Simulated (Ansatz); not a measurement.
# TaAs under changes of volume

One of the cells (17.396 Å³/atom); the others are scaled copies at fixed shape and fractional positions:

```
Ta As
1.0
    -1.72181    1.72181    5.86794
     1.72181   -1.72181    5.86794
     1.72181    1.72181   -5.86794
Ta As
2 2
Direct
  0.49997 0.49997 0.00000
  0.24997 0.74997 0.50000
  0.08263 0.08263 0.00000
  0.83263 0.33263 0.50000
```

The cell is a database's computed one.

| Item | Value |
| --- | --- |
| Program | Ansatz 0.2.0 |
| Functional | PBEsol |
| Potentials or basis | all-electron LAPW, scalar-relativistic |
| Cutoff | 296 eV (chosen from the basis error) |
| Basis error allowed | 0.001 eV/atom |
| k mesh | 11 × 11 × 11 |
| Occupations | fermi-dirac, width 0.05 eV |
| Spin | no spin polarisation |

| volume (Å³/atom) | energy over the lowest point (meV/atom) | pressure (GPa) | largest force (eV/Å) |
| --- | --- | --- | --- |
| 16.353 | ? | ? | ? |
| 16.700 | 4.18 | 4.0 | 0.043 |
| 17.048 | 0.00 | -0.1 | 0.032 |
| 17.396 | 4.29 | -3.8 | 0.022 |
| 17.744 | 16.18 | -7.1 | 0.012 |
| 18.092 | 34.87 | -10.1 | 0.004 |
| 18.440 | 59.65 | -12.7 | 0.004 |

Question: What does the run at 16.353 Å³/atom give?

Answer: Energy over the lowest point 17.81 meV/atom; pressure 8.6 GPa; largest force 0.056 eV/Å.

Worked out: A Birch-Murnaghan fit of order 3 (a polynomial in V^(-2/3)) to the other rows has its minimum at 17.04 Å³/atom with B0 = V·E''(V) = 191 GPa and B' = 4.4 at fixed shape and positions, which overstates the stiffness. It gives 17.78 meV/atom at 16.353 Å³/atom, against the run's 17.81, and -dE/dV = 8.6 GPa, against 8.6.

Energies are extrapolated to zero smearing.
